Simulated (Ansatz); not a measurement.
**BFH₄OSi: how energies converge with the basis set**

An exercise on one series of results from a longer session: the logs are not shown, and one member is left open.

Program: Ansatz 0.2.0, Gaussian basis. Level of theory: one geometry, several basis sets. These are calculated values, not measurements.

The runs, in order: PBE0-D4/def2-SVP; ωB97M-V/def2-SVP; PBE0-D4/def2-QZVPP; ωB97M-V/def2-QZVPP; the functionals' def2-TZVPP values are taken from earlier runs.

## Structure used throughout

The geometry comes from an earlier relaxation with PBE0-D4 in a triple-zeta def2 set; it is a stationary point, not always the lowest conformer.

SMILES `FBO[SiH3]`, 8 atoms, charge 0, spin multiplicity 1.

Atoms are counted from 1 here; the program's logs count them from 0.

Bond lengths: F1–B2 1.324 Å, B2–O3 1.342 Å, B2–H5 1.198 Å, O3–Si4 1.655 Å, Si4–H6 1.481 Å, Si4–H7 1.485 Å, Si4–H8 1.481 Å. Angles: F1–B2–O3 118.3°, F1–B2–H5 118.6°, O3–B2–H5 123.1°, B2–O3–Si4 134.0°, O3–Si4–H6 108.0°, O3–Si4–H7 110.1°, O3–Si4–H8 108.0°, H6–Si4–H7 110.3°, H6–Si4–H8 110.2°, H7–Si4–H8 110.3°.

Set-up of the first run:

in.yaml reads:

```yaml
crystal:
  periodic: [false, false, false]
  atoms:
    - {symbol: F, position_ang: [-1.599390, -1.699161, 1.426067]}
    - {symbol: B, position_ang: [-0.685357, -0.787650, 1.132975]}
    - {symbol: O, position_ang: [-0.487466, -0.477079, -0.157613]}
    - {symbol: Si, position_ang: [0.521000, 0.572777, -0.945448]}
    - {symbol: H, position_ang: [-0.075329, -0.278522, 2.029773]}
    - {symbol: H, position_ang: [-0.317111, 1.531029, -1.702391]}
    - {symbol: H, position_ang: [1.370707, 1.295658, 0.034572]}
    - {symbol: H, position_ang: [1.365045, -0.214251, -1.873734]}
basis:
  gaussian: {orbitals: def2-SVP}
hamiltonian: {xc: pbe0, dispersion: d4}
output: {orbitals: {seedname: orbitals}}
```

Steps of the session up to this table: PBE0-D4 in def2-SVP; ωB97M-V in def2-SVP; PBE0-D4 in def2-QZVPP; ωB97M-V in def2-QZVPP.

One table of the session follows, with a row left open; its other results are not shown here.

It belongs to the step «Density functionals: the series». 

| functional | basis | HOMO (eV) | LUMO (eV) |
| --- | --- | --- | --- |
| PBE0-D4 | def2-SVP | -9.37 | 0.45 |
| PBE0-D4 | def2-TZVPP | -9.44 | 0.02 |
| PBE0-D4 | def2-QZVPP | -9.46 | -0.13 |
| ωB97M-V | def2-SVP | ? | ? |
| ωB97M-V | def2-TZVPP | -11.79 | 1.69 |
| ωB97M-V | def2-QZVPP | -11.80 | 1.30 |

Q: Estimate the row for ωB97M-V, def2-SVP from the others.

As computed: HOMO (eV): -11.67; LUMO (eV): 2.50. In the column «HOMO (eV)» it lies between ωB97M-V, def2-TZVPP (-11.79) and PBE0-D4, def2-QZVPP (-9.46).
